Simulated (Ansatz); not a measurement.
# Cu3Pt: stress in a strained cell

Cu3Pt is deformed so: zz strain of -2 %. What stress and forces result, by LAPW, PAW and all-electron datasets made for the crystal?

Method: DFT LDA, scalar-relativistic, in Ansatz 0.2.0.

## Step 1: The starting structure

The structure is cubic, space group Pm-3m (No. 221). Conventional cell: a = 3.710 Å, b = 3.710 Å, c = 3.710 Å, α = 90.00°, β = 90.00°, γ = 90.00°. Cu (site symmetry 4/mmm) is surrounded by 8 Cu at 2.62 Å and 4 Pt at 2.62 Å. Pt (site symmetry m-3m) is surrounded by 12 Cu at 2.62 Å.

As a file:

```
Cu Pt
1.0
     3.71000    0.00000    0.00000
     0.00000    3.71000    0.00000
     0.00000    0.00000    3.71000
Cu Pt
3 1
Direct
  0.00000 0.50000 0.50000
  0.50000 0.00000 0.50000
  0.50000 0.50000 0.00000
  0.00000 0.00000 0.00000
```

Atoms are numbered in the order of the input: Cu1, Cu2, Cu3, Pt4.

## Step 2: After the deformation

Space group Pm-3m before, P4/mmm after.

## Step 3: LAPW, all electrons

File input.yaml:

```yaml
crystal:
  lattice:
    - [3.71, 0.0, 0.0]
    - [0.0, 3.71, 0.0]
    - [0.0, 0.0, 3.6358]
  atoms:
    - { symbol: Cu, position: [0.0, 0.5, 0.5] }
    - { symbol: Cu, position: [0.5, 0.0, 0.5] }
    - { symbol: Cu, position: [0.5, 0.5, 0.0] }
    - { symbol: Pt, position: [0.0, 0.0, 0.0] }
kpoints:
  mp_grid: { grid: [9, 9, 9] }
  band_path:
    path:
      - [0.0, 0.0, 0.0]
      - [0.0, 0.5, 0.0]
      - [0.5, 0.5, 0.0]
      - [0.0, 0.0, 0.0]
      - [0.0, 0.0, 0.5]
      - [0.0, 0.5, 0.5]
      - [0.5, 0.5, 0.5]
      - [0.0, 0.0, 0.5]
      - [0.0, 0.5, 0.0]
    npoints: 5
scf:
  occupations: { method: fermi_dirac, width: 0.05 }
hamiltonian:
  xc: lda
  pseudopotentials: { kind: all_electron, lapw: { basis_error: 0.001 } }
output:
  forces: true
  stress: true
  eigenvalues: true
```

Started as:

```bash
$ ansatz run input.yaml --threads 1 --pin off --max-ram 4096MiB --backend cpu --events-out ev --progress --plain --runs-dir out
```

Output (excerpt; [...] marks lines left out):

```text
LAPW: plane waves up to 8.864 Å⁻¹, error target 1.0e-3 eV per atom; small_component_spin mean_spin; Cu in spheres of 1.270 Å, 19 of its electrons in bands, Dirac shells []; Pt in spheres of 1.328 Å, 42 of its electrons in bands, Dirac shells []
[...]
Pseudopotentials: kind: all_electron
Pseudopotential: Cu, LAPW, valence charge 19, Koelling and Harmon's equation, gaussian nucleus
Pseudopotential: Pt, LAPW, valence charge 42, Koelling and Harmon's equation, gaussian nucleus
Functional definition: SPW92
[...]
Crystal: 4 atoms, lattice volume = 50.044 Å³
Basis set: ecut = 299.32670839897 eV, 611 PW (Γ), exchange–correlation at level 2
Bands: 60, of which v1, the nominal top of the filled ones, is band 50 counted from 1 (49 counted from 0)
Symmetry: 16 space group operations
Space group: P4/mmm (ITA 123), of the structure as read, at distance tolerance 3.7e-5 Å
k-points: 75 of 729
[...]
SCF iter   1: F=—  HF=-635578.067475 eV  |F-HF|=—  |Δ(HF+E_count)|=         —  Δρ=5.06e-2  dr2=1.07e0  ethr=1.08e-3  ⟨swp⟩=2.0  Hψ=29628  notcnv=0
[...]
SCF iter  13: F=-635574.722061 eV  HF=-635574.722061 eV  |F-HF|=4.84e-8  |Δ(HF+E_count)|=   1.14e-7  Δρ=5.78e-6  dr2=1.95e-8  ethr=5.17e-11  ⟨swp⟩=2.0  Hψ=12922  notcnv=0
[...]
NSCF: frozen V_eff on 41 k-points
SCF converged after 13 iterations
Free energy (F): -635574.722061 eV
[...]
E sigma→0 (E₀):  -635574.714533 eV
Entropy (-TS):   -0.015056 eV (-3.764 meV/atom)
Fermi energy:    19.759575 eV
[...]
--- Forces (eV/Å), atoms counted from 1 ---
  atom   1  Cu    -0.00000000     0.00000000     0.00000000
  atom   2  Cu     0.00000000    -0.00000000    -0.00000000
  atom   3  Cu    -0.00000000    -0.00000000    -0.00000000
  atom   4  Pt     0.00000000     0.00000000     0.00000000
[...]
--- Stress (GPa, compression-positive) ---
       -9.192654      -0.000000      -0.000000
       -0.000000      -9.192654      -0.000000
       -0.000000      -0.000000      -8.030818
  P = ⅓ Tr σ = -8.8054 GPa (-88.054 kbar)
--- Band table (eV; the first three rows and the last of 75) ---
[...]
```

It took 2.2 min on 1 thread of Arm Neoverse V2, shared host; peak memory 0.82 GiB.

In short: pressure -8.81 GPa; no gap.

## Step 4: PAW on the default files

File input.yaml:

```yaml
crystal:
  lattice:
    - [3.71, 0.0, 0.0]
    - [0.0, 3.71, 0.0]
    - [0.0, 0.0, 3.6358]
  atoms:
    - { symbol: Cu, position: [0.0, 0.5, 0.5] }
    - { symbol: Cu, position: [0.5, 0.0, 0.5] }
    - { symbol: Cu, position: [0.5, 0.5, 0.0] }
    - { symbol: Pt, position: [0.0, 0.0, 0.0] }
kpoints:
  mp_grid: { grid: [9, 9, 9] }
scf:
  occupations: { method: fermi_dirac, width: 0.05 }
hamiltonian:
  xc: lda
  pseudopotentials: { kind: paw }
output:
  forces: true
  stress: true
  eigenvalues: true
  efg: { contact_densities: true }
```

Started as:

```bash
$ ansatz run input.yaml --threads 1 --pin off --max-ram 4096MiB --backend cpu --events-out ev --progress --plain --runs-dir out
```

Output (excerpt; [...] marks lines left out):

```text
Pt: output.efg is read without spin–orbit coupling, which moves field gradients at and beside such atoms by some per cent and up to a factor of two; PAW files take it under magnetization.noncollinear and magnetization.spin_orbit
[...]
Pseudopotentials: kind: paw
Pseudopotential: Cu, paw, valence charge 19, recommended cutoff 420 eV (normal)
Pseudopotential: Pt, paw, valence charge 18, recommended cutoff 420 eV (normal)
[... 1 set-up line as earlier in the session ...]
[...]
Crystal: 4 atoms, lattice volume = 50.044 Å³
Basis set: ecut = 420 eV, 989 PW (Γ)
Bands: 45, of which v1, the nominal top of the filled ones, is band 38 counted from 1 (37 counted from 0)
[... 2 set-up lines as earlier in the session ...]
k-points: 75 of 729
[...]
--- Stress (GPa, compression-positive) ---
       -9.170336      -0.000000      -0.000000
       -0.000000      -9.170336      -0.000000
       -0.000000      -0.000000      -8.008009
  P = ⅓ Tr σ = -8.7829 GPa (-87.829 kbar)
--- PAW observables at the nuclei: V_zz in 10²¹ V/m², potentials from the cell's mean, atoms counted from 1 ---
  atom   1  Cu V_zz =    +2.617573   η = 0.0619   by run symmetry: allowed
            electrostatic potential = -3765.230268 V   contact ρ = 146778.130305 e/Å³
  atom   2  Cu V_zz =    +2.617573   η = 0.0619   by run symmetry: allowed
            electrostatic potential = -3765.230268 V   contact ρ = 146778.130305 e/Å³
  atom   3  Cu V_zz =    +2.537664   η = 0.0000   by run symmetry: allowed
            electrostatic potential = -3765.202264 V   contact ρ = 146777.594597 e/Å³
  atom   4  Pt V_zz =    +0.030743   η = 0.0000   by run symmetry: allowed
            electrostatic potential = -16121.012145 V   contact ρ = 12038607.620072 e/Å³
--- Band table (eV; the first three rows and the last of 75) ---
[...]
```

Wall time 11 s (1 thread of Arm Neoverse V2, shared host); peak memory 0.46 GiB.

Result: pressure -8.78 GPa; no gap; Vzz Cu1 2.62 (η = 0.06), Cu3 2.54 (η = 0.00), Pt4 0.03 (η = 0.00) (10²¹ V/m²).

## Step 5: Datasets made for this crystal

Edit input.yaml of step 4 so:

```diff
@@ -16,3 +16,3 @@
   xc: lda
-  pseudopotentials: { kind: paw }
+  pseudopotentials: { kind: all_electron, datasets: crystal }
 output:
```

Started as:

```bash
$ ansatz run input.yaml --threads 1 --pin off --max-ram 4096MiB --backend cpu --events-out ev --progress --plain --runs-dir out
```

Output (excerpt; [...] marks lines left out):

```text
[...]
Pt: output.efg is read without spin–orbit coupling, which moves field gradients at and beside such atoms by some per cent and up to a factor of two; PAW files take it under magnetization.noncollinear and magnetization.spin_orbit
[...]
[... 1 set-up line as earlier in the session ...]
Pseudopotential: Cu, paw, valence charge 19, recommended cutoff 300 eV (normal), Koelling and Harmon's equation, gaussian nucleus
Pseudopotential: Pt, paw, valence charge 18, recommended cutoff 300 eV (normal), Koelling and Harmon's equation, gaussian nucleus
[... 1 set-up line as earlier in the session ...]
[...]
Crystal: 4 atoms, lattice volume = 50.044 Å³
Basis set: ecut = 300 eV, 611 PW (Γ)
Bands: 26, of which v1, the nominal top of the filled ones, is band 22 counted from 1 (21 counted from 0)
[... 2 set-up lines as earlier in the session ...]
[...]
       -0.000000      -9.195762      -0.000000
       -0.000000      -0.000000      -8.034001
  P = ⅓ Tr σ = -8.8085 GPa (-88.085 kbar)
  It holds what live shells' own plane waves past their cutoff add
--- PAW observables at the nuclei: V_zz in 10²¹ V/m², potentials from the cell's mean, atoms counted from 1 ---
  atom   1  Cu V_zz =    +2.616121   η = 0.0669   by run symmetry: allowed
            electrostatic potential = -3762.184713 V   contact ρ = 146847.349890 e/Å³
  atom   2  Cu V_zz =    +2.616121   η = 0.0669   by run symmetry: allowed
            electrostatic potential = -3762.184713 V   contact ρ = 146847.349889 e/Å³
  atom   3  Cu V_zz =    +2.547128   η = 0.0000   by run symmetry: allowed
            electrostatic potential = -3762.156628 V   contact ρ = 146846.815592 e/Å³
  atom   4  Pt V_zz =    +0.038718   η = 0.0000   by run symmetry: allowed
            electrostatic potential = -16114.578399 V   contact ρ = 12031246.452452 e/Å³
--- Band table (eV; the first three rows and the last of 75) ---
[... band rows left out ...]
[...]
```

Run time: 34 s. Hardware: 1 thread of Arm Neoverse V2, shared host; peak memory 0.84 GiB.

This run gives: pressure -8.81 GPa; no gap; Vzz Cu1 2.62 (η = 0.07), Cu3 2.55 (η = 0.00), Pt4 0.04 (η = 0.00) (10²¹ V/m²).

## Step 6: Side by side

Stress (GPa, compression positive):

| method | xx | yy | zz | yz | xz | xy |
| --- | --- | --- | --- | --- | --- | --- |
| LAPW | -9.19 | -9.19 | -8.03 | 0.00 | 0.00 | 0.00 |
| PAW | -9.17 | -9.17 | -8.01 | 0.00 | 0.00 | 0.00 |
| crystal datasets | -9.20 | -9.20 | -8.03 | 0.00 | 0.00 | 0.00 |

```
          method  pressure (GPa)  Vzz Cu1 (10²¹ V/m²)  Vzz Cu3 (10²¹ V/m²)  Vzz Pt4 (10²¹ V/m²)  SCF cycles, by the record's count
            LAPW           -8.81                    –                    –                    –                                 13
             PAW           -8.78                 2.62                 2.54                 0.03                                  8
crystal datasets           -8.81                 2.62                 2.55                 0.04                                 13
```

## Step 7: Results

```
                                 quantity                                              value
                                 pressure  LAPW -8.81, PAW -8.78, crystal datasets -8.81 GPa
largest shear or deviatoric stress (LAPW)                                           0.77 GPa
```

**Reading.** The largest part of the stress beyond the pressure is 0.77 GPa in size, in the zz component; the atoms are carried along and not relaxed. No run of the undeformed cell stands beside it, so pressure and stress hold what the given cell had before the change, as far as its symmetry allows. PAW: stress within 0.03 GPa of LAPW. Crystal datasets: stress within 0.01 GPa of LAPW. Spin-orbit coupling is left out, though the cell holds Pt; in elements this heavy it can shift bands and gaps by tenths of an eV.
